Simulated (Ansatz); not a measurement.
# CH5FSi: the cost of one run

Computed with Ansatz 0.2.0, Gaussian basis. Level: PBE0-D4/def2-TZVP structures, single points in def2-TZVPP, no counterpoise correction.

Levels: SPW92, PBE-D4, BLYP-D4, r2SCAN-D4, B97M-V, PBE0-D4, B3LYP-D4, r2SCAN0-D4, BHLYP-D4, CAM-B3LYP-D4, wB97X-V, wB97M-V, B2PLYP, PBE-QIDH, RPA on PBE, Hartree-Fock, MP2, CCSD, CCSD(T).

Correlated methods freeze the cores. Filled d shells of the heavier atoms are correlated. B3LYP uses VWN-RPA correlation. B2PLYP carries no dispersion term here.

94 further runs of the same task are left out: 94 set aside as unsound or not needed. Runs told in other sessions of the task aren't counted.

### 1 Where the work starts

The complex: 10 atoms, charge 0, spin multiplicity 1.

Atoms are counted from 1 here; the program's logs count them from 0.

Bond lengths: Si1–F2 1.617 Å, Si1–H3 1.483 Å, Si1–H4 1.483 Å, Si1–C5 1.850 Å, C5–H8 1.092 Å, C5–H9 1.092 Å, C5–H10 1.094 Å, H6–Br7 1.427 Å. Angles: F2–Si1–H3 106.5°, F2–Si1–H4 106.5°, F2–Si1–C5 108.9°, H3–Si1–H4 110.2°, H3–Si1–C5 112.2°, H4–Si1–C5 112.2°, Si1–C5–H8 111.2°, Si1–C5–H9 111.2°, Si1–C5–H10 109.8°, H8–C5–H9 108.2°, H8–C5–H10 108.2°, H9–C5–H10 108.2°.

Geometry (Å):

```xyz
10
charge 0, multiplicity 1
Si   -1.1974    0.0565   -0.0034
F    -0.6807   -0.7954   -1.2773
H    -1.9782    1.1948   -0.5463
H    -2.0814   -0.8445    0.7755
C     0.2682    0.6173    0.9763
H     1.2666   -1.1902   -1.7448
Br    2.6919   -1.2516   -1.7369
H     0.9254    1.2506    0.3763
H     0.8504   -0.2332    1.3379
H    -0.0648    1.1958    1.8428
```

Its parts: CH₅FSi holds atoms 1, 2, 3, 4, 5, 8, 9, 10; HBr holds atoms 6, 7. Each part counts its atoms afresh in its own runs.

### 2 Relaxing CH₅FSi alone

Input file relax-a/in.yaml:

```yaml
crystal:
  periodic: [false, false, false]
  atoms:
    - {symbol: Si, position_ang: [-1.197445, 0.056509, -0.003426]}
    - {symbol: F, position_ang: [-0.680685, -0.795402, -1.277294]}
    - {symbol: H, position_ang: [-1.978200, 1.194782, -0.546311]}
    - {symbol: H, position_ang: [-2.081442, -0.844494, 0.775511]}
    - {symbol: C, position_ang: [0.268203, 0.617302, 0.976260]}
    - {symbol: H, position_ang: [0.925431, 1.250596, 0.376252]}
    - {symbol: H, position_ang: [0.850409, -0.233155, 1.337887]}
    - {symbol: H, position_ang: [-0.064832, 1.195784, 1.842833]}
basis:
  gaussian: {orbitals: def2-TZVP}
hamiltonian: {xc: pbe0, dispersion: d4}
relax: {f_tol: 0.005, max_steps: 200}
```

Launch:

```console
> ansatz run in.yaml --threads 8 --pin off --events-out ev --progress --plain --max-ram 19148MiB
```

**Question.** How long does this run take on 8 threads of Arm Neoverse V1, shared host?

About 2.8 s.
